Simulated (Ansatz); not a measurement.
This script makes a comparison of norm-conserving and PAW potentials of Tc3Sn, space group Fm-3m with Ansatz 0.2.0 through its Python package.

`run_nc_paw.py`:
```python
"""Norm-conserving against PAW potentials for Tc3Sn."""

import ansatz as az
import numpy as np
from pymatgen.core import Lattice, Structure
from pymatgen.io.ase import AseAtomsAdaptor
from tabulate import tabulate


def count_gap(report):
    # lowest empty less highest filled band, counting bands; zero where they overlap
    return max(report.get("gap_by_band_count_ev") or 0.0, 0.0)

pmg_structure = Structure(
    Lattice([[0.0, 3.17219, 3.17219], [3.17219, 0.0, 3.17219], [3.17219, 3.17219, 0.0]]),
    ["Tc", "Tc", "Tc", "Sn"],
    [
        [0.25, 0.25, 0.25],
        [0.75, 0.75, 0.75],
        [0.5, 0.5, 0.5],
        [0.0, 0.0, 0.0],
    ],
)
xtal = az.Crystal.from_ase(AseAtomsAdaptor.get_atoms(pmg_structure))

calc = (
    xtal.calculation()
    .functional("PBE")
    .kpoints(8, 8, 8)
    .occupations("Methfessel-Paxton")
    .scf(max_iterations=150, lower_state_search="off")
    .stress()
    .forces()
    .band_table()
)
variants = {
    "PAW": calc.pseudopotentials("paw"),
    "norm-conserving": calc.pseudopotentials("nc"),
}
# totals differ by the cores that each treatment holds, so compare what does not depend on them
rows = []
for label, variant in variants.items():
    report = variant.run().report
    levels = np.array(report["eigenvalues_ev"][0]) - report["fermi_energy_ev"]
    print(label, "levels at the first k-point near E_F:", np.round(levels[np.abs(levels) < 5], 3))
    rows.append((label, report["n_electrons"], np.trace(report["stress_gpa"]) / 3, count_gap(report)))
print(tabulate(rows, headers=["treatment", "electrons in bands", "P GPa", "gap by band count eV"], floatfmt=".4f", tablefmt="github"))
```

How well do the two treatments of the cores agree on the pressure?

PAW gives -2.027 GPa and norm-conserving -1.967 GPa, 0.06 GPa apart. They took 5.6 and 22.0 s of processor time.

The output:

Output of `python run_nc_paw.py`:
```text
DeckWarning: basis.ecutwfc = 500 eV, auto-derived from the records' recommended cutoffs: set by Tc (normal level)
PAW levels at the first k-point near E_F: [-4.303 -4.303 -4.294 -4.294 -4.294 -2.538 -2.538 -2.538  0.719  0.719
  0.719  0.73   0.73   1.456  1.456  2.202  4.984  4.984]
DeckWarning: basis.ecutwfc = 1142.878222 eV, auto-derived from the records' recommended cutoffs: set by Tc (normal level)
norm-conserving levels at the first k-point near E_F: [-4.305 -4.305 -4.293 -4.293 -4.293 -2.537 -2.537 -2.537  0.719  0.719
  0.719  0.729  0.729  1.452  1.452  2.2    4.985  4.985]
| treatment       |   electrons in bands |   P GPa |   gap by band count eV |
|-----------------|----------------------|---------|------------------------|
| PAW             |              59.0000 | -2.0272 |                 0.0000 |
| norm-conserving |              59.0000 | -1.9668 |                 0.0000 |
```
(Warnings from the package without file and line.)

Notes:
- These settings explore the input space; cutoff and mesh may be short of convergence.
- The computed bands are complete only to about 1.9 eV above the Fermi level.
- For a metal this k-point mesh is coarse: on a finer one energies can move by several to tens of meV an atom and pressures by half a GPa or more, differences at one mesh by less.
- A gap by band count of zero or less means overlapping bands, a metal, and at an odd count of electrons it is no gap at all.
- The structure comes from a database of computed cells and needn't be a stable or known phase.
- Levels are Kohn-Sham eigenvalues on this mesh, without spin-orbit coupling.
- Stress is positive in compression.
- The whole script took 28 s on 1 thread of Arm Neoverse V2, with other jobs on the host, peak memory 0.63 GiB.

(A comment or docstring line of the script was reworded after the run, the code is as it ran; lines on the test bed's own set-up are left out of the output.)
